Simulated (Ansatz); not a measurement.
# CH₈SiSn: basis-set convergence

The task here is to estimate one member of a computed series from the others.

The runs use Ansatz 0.2.0, Gaussian basis; one geometry, several basis sets.

Levels to be run: PBE0-D4/def2-SVP; ωB97M-V/def2-SVP; PBE0-D4/def2-QZVPP; ωB97M-V/def2-QZVPP; the functionals' def2-TZVPP values are taken from earlier runs.

## The relaxed structure

All runs share one geometry, relaxed beforehand with PBE0-D4 in a triple-zeta def2 set. Sn takes the def2 core potential; no spin-orbit term is included.

SMILES `[SiH3][CH2][SnH3]`, 11 atoms, charge 0, spin multiplicity 1.

Atoms are counted from 1 here; the program's logs count them from 0.

Bond lengths: Si1–C2 1.864 Å, Si1–H4 1.489 Å, Si1–H5 1.489 Å, Si1–H6 1.489 Å, C2–Sn3 2.149 Å, C2–H7 1.093 Å, C2–H8 1.093 Å, Sn3–H9 1.708 Å, Sn3–H10 1.709 Å, Sn3–H11 1.708 Å. Angles: C2–Si1–H4 111.9°, C2–Si1–H5 110.1°, C2–Si1–H6 110.1°, H4–Si1–H5 108.2°, H4–Si1–H6 108.2°, H5–Si1–H6 108.1°, Si1–C2–Sn3 113.9°, Si1–C2–H7 110.2°, Si1–C2–H8 110.2°, Sn3–C2–H7 107.4°, Sn3–C2–H8 107.4°, H7–C2–H8 107.5°, C2–Sn3–H9 109.5°, C2–Sn3–H10 109.5°, C2–Sn3–H11 109.5°, H9–Sn3–H10 109.4°, H9–Sn3–H11 109.5°, H10–Sn3–H11 109.4°.

The first run:

File in.yaml:

```yaml
crystal:
  periodic: [false, false, false]
  atoms:
    - {symbol: Si, position_ang: [-1.014319, 1.217144, -0.518498]}
    - {symbol: C, position_ang: [-0.585248, -0.573243, -0.227136]}
    - {symbol: Sn, position_ang: [1.355195, -0.870884, 0.647405]}
    - {symbol: H, position_ang: [-2.365850, 1.374228, -1.124023]}
    - {symbol: H, position_ang: [-0.019260, 1.839949, -1.433706]}
    - {symbol: H, position_ang: [-0.991212, 1.965454, 0.768043]}
    - {symbol: H, position_ang: [-1.318237, -1.034014, 0.440488]}
    - {symbol: H, position_ang: [-0.606207, -1.125397, -1.170530]}
    - {symbol: H, position_ang: [1.422908, -0.088538, 2.163707]}
    - {symbol: H, position_ang: [1.637070, -2.542820, 0.857798]}
    - {symbol: H, position_ang: [2.550661, -0.218879, -0.382949]}
basis:
  gaussian: {orbitals: def2-SVP}
hamiltonian: {xc: pbe0, dispersion: d4}
output: {orbitals: {seedname: orbitals}}
```

Launch:

```bash
> ansatz run in.yaml --threads 4 --pin off --events-out ev --progress --plain --max-ram 10444MiB
```

Steps of the session up to this table: PBE0-D4 in def2-SVP; ωB97M-V in def2-SVP; PBE0-D4 in def2-QZVPP; ωB97M-V in def2-QZVPP.

One of the session's tables, all rows but one given; the rest of the session is left out.

It belongs to the step «Functionals by basis». 

| functional | basis | HOMO (eV) | LUMO (eV) |
| --- | --- | --- | --- |
| PBE0-D4 | def2-SVP | -8.25 | 0.35 |
| PBE0-D4 | def2-TZVPP | ? | ? |
| PBE0-D4 | def2-QZVPP | -8.25 | -0.17 |
| ωB97M-V | def2-SVP | -10.34 | 2.04 |
| ωB97M-V | def2-TZVPP | -10.37 | 1.32 |
| ωB97M-V | def2-QZVPP | -10.37 | 1.02 |

Estimate the missing values for PBE0-D4, def2-TZVPP.

As computed: HOMO (eV): -8.25; LUMO (eV): -0.05.
